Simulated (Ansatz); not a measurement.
# GaH₃S₃: up Jacob's ladder to CCSD(T)

Aim: compute GaH₃S₃ with functionals from several rungs and with coupled cluster, and see how far each lands from CCSD(T) at the basis-set limit for the atomisation energy.

Program: Ansatz 0.2.0, Gaussian basis. Level of theory: functionals in def2-TZVPP, the program's frozen cores in correlated methods. These are calculated values, not measurements.

The runs, in order: PBE-D4, r2SCAN-D4, PBE0-D4, B3LYP-D4, ωB97X-V, ωB97M-V, B2PLYP; CCSD(T)/def2-TZVPP; CCSD(T)/def2-QZVPP; extrapolation to the limit.

**1. Structure used throughout**

An earlier PBE0-D4 in a triple-zeta def2 set relaxation fixed the geometry.

7 atoms, charge 0, spin multiplicity 1.

Atoms are counted from 1 here; the program's logs count them from 0.

Bond lengths: S1–Ga2 2.195 Å, S1–H5 1.343 Å, Ga2–S3 2.193 Å, Ga2–S4 2.198 Å, S3–H6 1.344 Å, S4–H7 1.343 Å. Angles: Ga2–S1–H5 94.0°, S1–Ga2–S3 117.2°, S1–Ga2–S4 123.6°, S3–Ga2–S4 119.2°, Ga2–S3–H6 93.4°, Ga2–S4–H7 94.4°.

**2. PBE-D4 (GGA)**

Contents of in.yaml:

```yaml
crystal:
  periodic: [false, false, false]
  atoms:
    - {symbol: S, position_ang: [-1.837479, 1.191893, 0.473140]}
    - {symbol: Ga, position_ang: [-0.151680, -0.196947, 0.251263]}
    - {symbol: S, position_ang: [-0.147117, -1.980210, 1.527369]}
    - {symbol: S, position_ang: [1.500386, 0.113469, -1.165588]}
    - {symbol: H, position_ang: [-1.384068, 2.041130, -0.463337]}
    - {symbol: H, position_ang: [1.009404, -2.438885, 1.019777]}
    - {symbol: H, position_ang: [1.010554, 1.269548, -1.642633]}
basis:
  gaussian: {orbitals: def2-TZVPP}
hamiltonian: {xc: pbe, dispersion: d4}
output: {forces: true, orbitals: {seedname: orbitals}}
```

Started as:

```sh
ansatz run in.yaml --threads 2 --pin off --events-out ev --progress --plain --max-ram 22528MiB --backend cpu
```

After this run come: r2SCAN-D4 (meta-GGA); PBE0-D4 (hybrid); B3LYP-D4 (hybrid); ωB97X-V (range-separated); ωB97M-V (range-separated); B2PLYP (double hybrid); CCSD(T) in def2-TZVPP; CCSD(T) in def2-QZVPP.

**Question.** What will the summary of the whole plan be? Wanted: atomisation energy, CCSD(T)/CBS; farthest; mean size of error, hybrid; mean size of error, range-separated; gap, smallest and largest; T1 diagnostic; triples share of the correlation energy.

**Answer**, as computed:

| quantity | value |
| --- | --- |
| atomisation energy, CCSD(T)/CBS | 2000.4 kJ/mol |
| functionals within 20.0 kJ/mol (1.0 %) | PBE-D4, r2SCAN-D4, PBE0-D4, ωB97X-V, ωB97M-V |
| farthest | B2PLYP (-61.1 kJ/mol) |
| mean size of error, hybrid | 28.5 kJ/mol |
| mean size of error, range-separated | 7.3 kJ/mol |
| gap, smallest and largest | 4.59 eV (PBE-D4), 11.11 eV (ωB97X-V) |
| T1 diagnostic | 0.0125 |
| triples share of the correlation energy | 4.6 % |

In words: PBE-D4 is off by +12.2 kJ/mol. Double hybrids carry the basis error of their MP2 part in triple zeta, and no dispersion term here, so their miss is partly the set-up's. Misses under about 20.0 kJ/mol are within the doubt on the reference itself, which lacks core-valence correlation, relativity and higher excitations, and its outer-core shells are covered unevenly. Hartree-Fock recovers 69 % of the binding; the rest is correlation. The gap grows from 4.6 to 11.1 eV across the functionals, mostly with the share of exact exchange. Correlated methods include outer-core shells of Ga, which these sets cover unevenly.
